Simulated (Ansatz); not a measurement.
# C₂H₅ClSSi: one species, many methods

An exercise on one series of results from a longer session: the logs are not shown, and one member is left open.

Program: Ansatz 0.2.0, Gaussian basis. Level of theory: functionals in def2-TZVPP, the program's frozen cores in correlated methods. These are calculated values, not measurements.

The runs, in order: PBE-D4, r2SCAN-D4, PBE0-D4, B3LYP-D4, ωB97X-V, ωB97M-V, B2PLYP; CCSD(T)/def2-TZVPP; MP2/def2-QZVPP; extrapolation to the limit.

## Structure used throughout

An earlier PBE0-D4 in a triple-zeta def2 set relaxation fixed the geometry.

SMILES `C=C(Cl)S[SiH3]`, 10 atoms, charge 0, spin multiplicity 1.

Atoms are counted from 1 here; the program's logs count them from 0.

Bond lengths: C1–C2 1.326 Å, C1–H6 1.082 Å, C1–H7 1.082 Å, C2–Cl3 1.734 Å, C2–S4 1.758 Å, S4–Si5 2.148 Å, Si5–H8 1.484 Å, Si5–H9 1.483 Å, Si5–H10 1.481 Å. Angles: C2–C1–H6 121.1°, C2–C1–H7 119.9°, H6–C1–H7 119.0°, C1–C2–Cl3 120.4°, C1–C2–S4 122.3°, Cl3–C2–S4 117.2°, C2–S4–Si5 101.9°, S4–Si5–H8 102.5°, S4–Si5–H9 110.5°, S4–Si5–H10 112.5°, H8–Si5–H9 110.9°, H8–Si5–H10 109.9°, H9–Si5–H10 110.4°.

Coordinates:

```mol
C2H5ClSSi
  3D, bonds by distance, orders not assigned

 10  9  0  0  0  0  0  0  0  0999 V2000
   -1.1416    1.6538    0.9715 C   0  0
   -0.1649    1.0034    0.3545 C   0  0
    1.4365    0.9896    1.0187 Cl  0  0
   -0.3992    0.2013   -1.1923 S   0  0
    0.7010   -1.6230   -0.9143 Si  0  0
   -0.9548    2.2151    1.8772 H   0  0
   -2.1440    1.6351    0.5641 H   0  0
    0.2567   -2.4460   -2.0661 H   0  0
    0.3272   -2.2647    0.3690 H   0  0
    2.1662   -1.4158   -0.9794 H   0  0
  1  2  8  0
  2  3  8  0
  2  4  8  0
  4  5  8  0
  1  6  8  0
  1  7  8  0
  5  8  8  0
  5  9  8  0
  5 10  8  0
M  END
```

Set-up of the first run:

in.yaml

```yaml
crystal:
  periodic: [false, false, false]
  atoms:
    - {symbol: C, position_ang: [-1.141578, 1.653803, 0.971456]}
    - {symbol: C, position_ang: [-0.164861, 1.003425, 0.354530]}
    - {symbol: Cl, position_ang: [1.436514, 0.989559, 1.018682]}
    - {symbol: S, position_ang: [-0.399195, 0.201274, -1.192267]}
    - {symbol: Si, position_ang: [0.701008, -1.623022, -0.914341]}
    - {symbol: H, position_ang: [-0.954760, 2.215118, 1.877220]}
    - {symbol: H, position_ang: [-2.143982, 1.635104, 0.564105]}
    - {symbol: H, position_ang: [0.256654, -2.445956, -2.066087]}
    - {symbol: H, position_ang: [0.327235, -2.264654, 0.369035]}
    - {symbol: H, position_ang: [2.166165, -1.415755, -0.979433]}
basis:
  gaussian: {orbitals: def2-TZVPP}
hamiltonian: {xc: pbe, dispersion: d4}
output: {forces: true, orbitals: {seedname: orbitals}}
```

Command:

```
> ansatz run in.yaml --threads 4 --pin off --events-out ev --progress --plain --max-ram 10444MiB
```

Among the steps run: PBE-D4 (GGA); r2SCAN-D4 (meta-GGA); PBE0-D4 (hybrid); B3LYP-D4 (hybrid); ωB97X-V (range-separated); ωB97M-V (range-separated); B2PLYP (double hybrid); CCSD(T) in def2-TZVPP; MP2 in def2-QZVPP.

One of the session's tables, all rows but one given; the rest of the session is left out.

It belongs to the step «Atomisation energies». 

```
            method  atomisation energy (eV)
            PBE-D4                   36.594
         r2SCAN-D4                   35.998
           PBE0-D4                   35.979
          B3LYP-D4                   35.696
           ωB97X-V                   35.950
           ωB97M-V                   35.958
            B2PLYP                        ?
     HF/def2-TZVPP                   25.789
    MP2/def2-TZVPP                   35.353
   CCSD/def2-TZVPP                   34.049
CCSD(T)/def2-TZVPP                   34.724
           MP2/CBS                   36.406
       CCSD(T)/CBS                   35.777
```

Q: Estimate the row for B2PLYP from the others.

**Answer.** atomisation energy (eV): 35.233. In the column «atomisation energy (eV)» it lies between CCSD(T)/def2-TZVPP (34.724) and MP2/def2-TZVPP (35.353).
